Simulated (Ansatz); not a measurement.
**CH5GeN: saddle search for pyramidal inversion**

Wanted for CH5GeN: a saddle search for pyramidal inversion.

All numbers are computed with Ansatz 0.2.0, driven from Python. Level of theory: B3LYP+D4/def2-SVP.

## Step 1: The system

Bond lengths: C1–N2 1.397 Å, C1–Ge3 1.821 Å, N2–Ge3 1.916 Å, C1–H4 1.071 Å, C1–H5 1.141 Å, N2–H6 1.062 Å, Ge3–H7 1.607 Å, Ge3–H8 1.514 Å. Angles (14 of 15 angles, heavy atoms first): C1–N2–Ge3 64.5°, N2–C1–Ge3 71.7°, C1–Ge3–N2 43.8°, C1–N2–H6 108.5°, Ge3–N2–H6 107.4°, N2–C1–H4 111.7°, N2–C1–H5 114.6°, Ge3–C1–H4 116.3°, Ge3–C1–H5 119.0°, C1–Ge3–H7 117.8°, C1–Ge3–H8 120.8°, N2–Ge3–H7 107.6°, N2–Ge3–H8 109.6°, H4–C1–H5 115.7°.

The script holds or builds the structure itself.

## Step 2: The code

Input file run_ts.py:

```python
"""Inversion barrier of CH5GeN: minimum and transition state."""

import itertools
import warnings

import ansatz as az
from ase.data import atomic_numbers, covalent_radii
import numpy as np

GEOMETRY = """
C    -0.64040    0.39340   -0.51180
N    -0.32480    0.59870    0.83400
Ge    0.50710   -0.91920    0.01260
H    -1.66390    0.10620   -0.63810
H    -0.26450    1.20660   -1.21790
H     0.40570    1.36670    0.89470
H     2.08340   -0.61860   -0.08030
H    -0.01050   -2.19090    0.65100
"""

warnings.simplefilter("ignore", az.DeckWarning)

molecule = az.Crystal.molecule()
for line in GEOMETRY.strip().splitlines():
    symbol, *xyz = line.split()
    molecule = molecule.atom(symbol, [float(v) for v in xyz])

calc = (
    molecule.calculation()
    .basis(gaussian="def2-SVP")
    .functional("b3lyp", dispersion="d4")
)
symbols = [site.symbol for site in molecule.cartesian_sites]
start = np.array([site.position_ang for site in molecule.cartesian_sites], dtype=float)
summary = calc.relax(force_tolerance=0.005).run(threads=1, pin="off").report
end = np.array(summary["positions_ang"])

# start with the apex atom pushed most of the way into the plane of its neighbours
a, b, d = end[[0, 2, 5]]
normal = np.cross(b - a, d - a)
normal /= np.linalg.norm(normal)
flat = end.copy()
flat[1] -= 0.8 * ((end[1] - a) @ normal) * normal
guess = np.zeros_like(flat)
guess[1] = normal
near = az.Crystal.molecule()
for symbol, place in zip(symbols, flat):
    near = near.atom(symbol, place.tolist())
search = (
    near.calculation()
    .basis(gaussian="def2-SVP")
    .functional("b3lyp", dispersion="d4")
    .saddle(mode_guess=guess.tolist(), force_tolerance=0.01, max_steps=40)
)
steps = []
top = search.session().plan().execute(on_event=lambda e: steps.append(e["data"]) if e["event"] == "saddle_step" else None).report
for s in steps:
    print(f"step {s['step']:2d}  E = {s['lagrangian_ev']:.5f} eV  force {s['allowed_force_max_ev_ang']:.4f} eV/A  curvature {s['curvature_ev_ang2']:.3f} eV/A^2")
print(f"minimum {summary['free_energy_ev']:.5f} eV, saddle {top['free_energy_ev']:.5f} eV")
print(f"electronic barrier {96.485332 * (top['free_energy_ev'] - summary['free_energy_ev']):.2f} kJ/mol")
saddle = np.array(top["positions_ang"])
# pairs closer than 1.2 times the sum of covalent radii, before or after
radius = [covalent_radii[atomic_numbers[s]] for s in symbols]
span = lambda where, i, j: np.linalg.norm(where[i] - where[j])
bonded = [(i, j) for i, j in itertools.combinations(range(len(symbols)), 2) if min(span(end, i, j), span(saddle, i, j)) < 1.2 * (radius[i] + radius[j])]
print("pair        before    after (A)")
for i, j in bonded:
    print(f"{symbols[i]}{i}-{symbols[j]}{j}".ljust(10), f"{span(end, i, j):8.4f} {span(saddle, i, j):8.4f}")
for first, second in list(itertools.combinations(bonded, 2)):
    shared = set(first) & set(second)
    if shared and symbols[(j := shared.pop())] != "H":
        i, k = sorted((set(first) | set(second)) - {j})
        u, v = saddle[i] - saddle[j], saddle[k] - saddle[j]
        angle = np.degrees(np.arccos(np.clip(u @ v / np.linalg.norm(u) / np.linalg.norm(v), -1, 1)))
        print(f"final angle {symbols[i]}{i}-{symbols[j]}{j}-{symbols[k]}{k}: {angle:.2f} deg")
```

## Step 3: The input behind the calls

The package turns the script's settings into the engine's input (first run):

```yaml
crystal:
  periodic: [false, false, false]
  atoms:
    - { symbol: C, position_ang: [-0.6404, 0.3934, -0.5118] }
    - { symbol: "N", position_ang: [-0.3248, 0.5987, 0.834] }
    - { symbol: Ge, position_ang: [0.5071, -0.9192, 0.0126] }
    - { symbol: H, position_ang: [-1.6639, 0.1062, -0.6381] }
    - { symbol: H, position_ang: [-0.2645, 1.2066, -1.2179] }
    - { symbol: H, position_ang: [0.4057, 1.3667, 0.8947] }
    - { symbol: H, position_ang: [2.0834, -0.6186, -0.0803] }
    - { symbol: H, position_ang: [-0.0105, -2.1909, 0.651] }
basis:
  gaussian:
    orbitals: def2-SVP
hamiltonian:
  xc: b3lyp
  dispersion: d4
relax:
  f_tol: 0.005
```

## Step 4: Launch

On the command line:

```sh
$ python run_ts.py
```

**Question.** What results will this script give? Wanted: moves of the relaxation of run 1; energy gained in run 1; last largest force component of run 1.

**Answer**, as computed:

| quantity | value |
| --- | --- |
| runs compared | 2 |
| moves of the relaxation of run 1 | 7 |
| energy gained in run 1 | 0.442 eV |
| last largest force component of run 1 | 0.0014 eV/Å |

In words: The dearest, run 2 (saddle search), took some 5.5 times as long as run 1 (relaxation). Run 1: The relaxation took 7 moves; the largest shift is 0.191 Å, of atom 7 (H). Reading the output:
- The energies are electronic: no zero-point or thermal terms, and the basis set is short of its limit. No separate frequency run checks the order of the saddle point.
- b3lyp holds the VWN-RPA fit, as in Gaussian; the form of ORCA and Turbomole is b3lyp5.
- The script silences the warnings on its input, which a real study should read.
